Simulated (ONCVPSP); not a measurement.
**Osmium: generating and testing an ONCV potential**

Aim: build the potential from the settings below, then test how well it stands in for the atom: other configurations, scattering, ghost states and the plane-wave cutoff that it needs.

Program: ONCVPSP 4.0.1.1 (patched build). Reference atom: LDA (Perdew-Wang 92), scalar-relativistic, spherical and spin-unpolarised. All values are calculated.

### Step 1. The atom and the settings

The settings as typed:

| Item | Value |
| --- | --- |
| element | osmium (Os, Z = 76) |
| type | optimised norm-conserving Vanderbilt (ONCV) |
| frozen core | [Kr] 4d10 4f14 |
| valence charge | 16 |
| reference configuration | 5s2 5p6 5d6 6s1 (charge +1) |
| partial waves | 5s+6s: rc 1.30 bohr, ncon 3, nbas 7, qcut 7 1/bohr, 2 projectors; 5p: rc 1.60 bohr, ncon 3, nbas 7, qcut 8 1/bohr, 2 projectors, debl 0.7 Ha; 5d: rc 2.50 bohr, ncon 4, nbas 8, qcut 6.3 1/bohr, 3 projectors, debl 0.5 Ha |
| local potential | polynomial inside 1.00 bohr (lpopt 5, dvloc0 2 Ha) |
| core correction | polynomial model core, fcfact 0.5 |

The outer shells as boxes (Hund's rule for the drawing; the calculation is spin-unpolarised):

```
[Kr] core
4d [↑↓][↑↓][↑↓][↑↓][↑↓]
4f [↑↓][↑↓][↑↓][↑↓][↑↓][↑↓][↑↓]
5s [↑↓]
5p [↑↓][↑↓][↑↓]
5d [↑↓][↑ ][↑ ][↑ ][↑ ]
6s [↑ ]
```

An earlier all-electron run gives the scale for the radii.

All-electron outer shells of the reference configuration (LDA (PZ), scalar-relativistic, ld1.x):

```csv
shell,level (eV),outermost node (bohr),outermost maximum (bohr)
5s,-99.95,0.51,0.91
4f,-60.41,–,0.40
5p,-59.19,0.55,1.03
5d,-14.40,0.60,1.36
6s,-13.48,1.20,2.39
6p,-7.31,1.42,3.10
```

### Step 2. The generation run

Os.dat

```
# ATOM AND REFERENCE CONFIGURATION
# atsym  z   nc   nv     iexc    psfile
  Os 76.00   10    4  -001012      upf
#
#   n    l    f
    1    0    2.00
    2    0    2.00
    2    1    6.00
    3    0    2.00
    3    1    6.00
    3    2   10.00
    4    0    2.00
    4    1    6.00
    4    2   10.00
    4    3   14.00
    5    0    2.00
    5    1    6.00
    5    2    6.00
    6    0    1.00
#
# PSEUDOPOTENTIAL AND OPTIMIZATION
# lmax
    2
#
#   l,   rc,      ep,       ncon, nbas, qcut
    0    1.30    0.00    3    7    7.00
    1    1.60    0.00    3    7    8.00
    2    2.50    0.00    4    8    6.30
#
# LOCAL POTENTIAL
# lloc, lpopt,  rc(5),   dvloc0
    4    5    1.00    2.00
#
# VANDERBILT-KLEINMAN-BYLANDER PROJECTORs
# l, nproj, debl
    0    2    2.70
    1    2    0.70
    2    3    0.50
#
# MODEL CORE CHARGE
# icmod, fcfact, rcfact
    1    0.50    0.00
#
# LOG DERIVATIVE ANALYSIS
# epsh1, epsh2, depsh
   -5.00    5.00    0.04
#
# OUTPUT GRID
# rlmax, drl
    6.00    0.01
#
# TEST CONFIGURATIONS
# ncnf
    4
# nvcnf
#   n    l    f
    4
    5    0    2.00
    5    1    6.00
    5    2    6.00
    6    0    2.00
#
    4
    5    0    2.00
    5    1    6.00
    5    2    6.00
    6    0    0.00
#
    4
    5    0    2.00
    5    1    6.00
    5    2    5.00
    6    0    0.00
#
    4
    5    0    2.00
    5    1    5.00
    5    2    6.00
    6    0    2.00
#
```

Launch:

```console
$ oncvpsp.x < Os.dat > Os.out
```

What does the calculation give? Wanted: cutoffs for 1 and 0.1 mHa per electron, occupied waves; bound ghosts; GHOST(+) flags; largest test error; largest phase difference near zero energy, channels read; rms error of d²Exc/dn², without and with the model core; projector energies reset by the program.

The runs gave:

| quantity | value |
| --- | --- |
| cutoffs for 1 and 0.1 mHa per electron, occupied waves | 23 Ha and 81 Ha |
| bound ghosts | none found |
| GHOST(+) flags | s at 75 eV, p at 253 eV |
| largest test error (AE − PS) | -168 meV, for 5s2 5p5 5d6 6s2 |
| largest phase difference near zero energy, channels read | 0.000 rad |
| rms error of d²Exc/dn², without and with the model core | 7.20 and 0.33 mHa |
| projector energies reset by the program | p: -2.175, 0.250 Ha; d: -0.529, 0.250, 0.750 Ha |

In words: The worst unpolarised test, 5s2 5p5 5d6 6s2, is off by 168 meV on 47.3 eV; by total energies transferability rates as poor. That test lies far up in energy; among those under 40 eV, nearer to bonding, the largest error is 6.9 meV. The potential is of middling hardness: the looser tolerance needs 23 Ha. The tighter tolerance needs 81 Ha, and converged work needs a cutoff nearer that. The program's ghost test flags no bound state. Near zero energy the phases of the channels with partial waves agree within 0.001 rad. The program also flags highly localised states, GHOST(+) (s, p). Note that the frozen 4f shell (-60 eV) lies higher than the valence 5s shell (-100 eV).
